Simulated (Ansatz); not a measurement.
Born–Oppenheimer molecular dynamics of a periodic cell of 16 atoms, V (start crystal V, start structure bcc, volume 1 times the crystal's). It starts from a structure without forces on its atoms.

The calculation used DFT PBEsol, scalar-relativistic, plane waves, PAW (Ansatz 0.2.0). Settings: cutoff 420 eV, k mesh 2x2x2, fermi-dirac smearing 0.17 eV, no spin polarisation.

```yaml
ensemble: NVT, Langevin thermostat
time_step: 4.5 fs
steps_asked: 210
set_temperature: 2000 K
friction: 0.02 /fs
seed: 946995
```

First frame:

```xyz
16
Lattice="6.0400 0.0000 0.0000 0.0000 6.0400 0.0000 0.0000 0.0000 6.0400" Properties=species:S:1:pos:R:3
V 0.000 0.000 0.000
V 3.020 0.000 0.000
V 0.000 3.020 0.000
V 0.000 0.000 3.020
V 1.510 1.510 1.510
V 3.020 3.020 0.000
V 3.020 0.000 3.020
V 4.530 1.510 1.510
V 0.000 3.020 3.020
V 1.510 4.530 1.510
V 1.510 1.510 4.530
V 3.020 3.020 3.020
V 4.530 4.530 1.510
V 4.530 1.510 4.530
V 1.510 4.530 4.530
V 4.530 4.530 4.530
```

(1) What does the run give?

(2) What happens to the structure?

(3) How do temperature and energy run in time?

## Answers

(1) All steps were run.

```yaml
steps_done: 210
time_covered: 945 fs
mean_temperature_over_the_second_half: 1911 K
spread_of_the_potential_energy_over_the_second_half: 68.9 meV per atom
mean_potential_energy_of_the_second_half_above_the_start: 248.4 meV per atom
```

A run of 0.94 ps of so small a system gives no equilibrium averages. Limits of this set-up: coarse k mesh, magnetic elements without spin.

(2) Mean squared displacements from the first frame to the last, about the centre of mass: V 0.05 Å². This is one draw of velocities; another would differ in detail.

(3) 
```
time (fs)  T (K)  potential energy less start (eV)
      0.0   1875                             0.000
     31.5   1175                             2.595
     63.0   1544                             4.301
     94.5   2517                             3.345
    126.0   1317                             6.103
    157.5   3142                             3.470
    189.0   1989                             5.403
    220.5   2209                             5.702
    252.0   2125                             5.804
    283.5   2122                             5.299
    315.0   1803                             3.551
    346.5   1452                             3.267
    378.0   1951                             4.123
    409.5   2080                             5.033
    441.0   2012                             4.439
    472.5   1470                             3.800
    504.0   1649                             3.191
    535.5   1750                             2.472
    567.0   1650                             3.043
    598.5   1841                             3.596
    630.0   2324                             3.147
    661.5   1983                             5.355
    693.0   2824                             5.504
    724.5   1841                             5.803
    756.0   2792                             4.738
    787.5   2378                             3.894
    819.0   1668                             5.506
    850.5   1957                             4.426
    882.0   1731                             3.012
    913.5   1024                             2.931
    945.0   1640                             2.815
```

Time of the run: 12 min on 2 threads of Intel(R) Xeon(R) 6975P-C (Granite Rapids) (shared host), peak memory 0.96 GiB.
